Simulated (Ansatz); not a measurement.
# C4H5I: one species, many methods

An exercise on one series of results from a longer session: the logs are not shown, and one member is left open.

The runs use Ansatz 0.2.0, Gaussian basis; functionals in def2-TZVPP, the program's frozen cores in correlated methods.

The runs, in order: PBE-D4, r2SCAN-D4, PBE0-D4, B3LYP-D4, ωB97X-V, ωB97M-V, B2PLYP; CCSD(T)/def2-TZVPP; MP2/def2-QZVPP; extrapolation to the limit.

### The geometry

An earlier PBE0-D4 in a triple-zeta def2 set relaxation fixed the geometry. I takes the def2 core potential; no spin-orbit term is included.

10 atoms, charge 0, spin multiplicity 1.

Atoms are counted from 1 here; the program's logs count them from 0.

Bond lengths: C1–C2 1.329 Å, C1–H6 1.084 Å, C1–H7 1.083 Å, C2–C3 1.452 Å, C2–H8 1.089 Å, C3–C4 1.331 Å, C3–I5 2.098 Å, C4–H9 1.086 Å, C4–H10 1.081 Å. Angles: C2–C1–H6 121.7°, C2–C1–H7 120.7°, H6–C1–H7 117.6°, C1–C2–C3 127.6°, C1–C2–H8 119.2°, C3–C2–H8 113.1°, C2–C3–C4 123.1°, C2–C3–I5 118.4°, C4–C3–I5 118.6°, C3–C4–H9 119.2°, C3–C4–H10 123.0°, H9–C4–H10 117.8°.

The first run:

Input file in.yaml:

```yaml
crystal:
  periodic: [false, false, false]
  atoms:
    - {symbol: C, position_ang: [-0.068672, -1.838177, -0.217369]}
    - {symbol: C, position_ang: [0.312153, -0.647503, 0.233312]}
    - {symbol: C, position_ang: [-0.207662, 0.653169, -0.149331]}
    - {symbol: C, position_ang: [0.243953, 1.794770, 0.363767]}
    - {symbol: I, position_ang: [-1.742380, 0.733207, -1.578146]}
    - {symbol: H, position_ang: [-0.852608, -1.943087, -0.958634]}
    - {symbol: H, position_ang: [0.400030, -2.742851, 0.148918]}
    - {symbol: H, position_ang: [1.104016, -0.589485, 0.978264]}
    - {symbol: H, position_ang: [1.038184, 1.766165, 1.104187]}
    - {symbol: H, position_ang: [-0.143818, 2.762594, 0.078130]}
basis:
  gaussian: {orbitals: def2-TZVPP}
hamiltonian: {xc: pbe, dispersion: d4}
output: {forces: true, orbitals: {seedname: orbitals}}
```

Run with:

```
ansatz run in.yaml --threads 4 --pin off --events-out ev --progress --plain --max-ram 10444MiB
```

Steps of the session up to this table: PBE-D4 (GGA); r2SCAN-D4 (meta-GGA); PBE0-D4 (hybrid); B3LYP-D4 (hybrid); ωB97X-V (range-separated); ωB97M-V (range-separated); B2PLYP (double hybrid); CCSD(T) in def2-TZVPP; MP2 in def2-QZVPP.

One table of the session follows, with a row left open; its other results are not shown here.

| method | atomisation energy (kJ/mol) |
| --- | --- |
| PBE-D4 | 4184.5 |
| r2SCAN-D4 | 4068.5 |
| PBE0-D4 | 4098.1 |
| B3LYP-D4 | 4054.5 |
| ωB97X-V | 4032.9 |
| ωB97M-V | 4044.2 |
| B2PLYP | 4013.6 |
| HF/def2-TZVPP | 2953.5 |
| MP2/def2-TZVPP | 4040.1 |
| CCSD/def2-TZVPP | 3872.6 |
| CCSD(T)/def2-TZVPP | 3950.6 |
| MP2/CBS | ? |
| CCSD(T)/CBS | 4052.1 |

Q: Estimate the row for MP2/CBS from the others.

The run gave: atomisation energy (kJ/mol): 4141.6. In the column «atomisation energy (kJ/mol)» it lies between PBE0-D4 (4098.1) and PBE-D4 (4184.5).
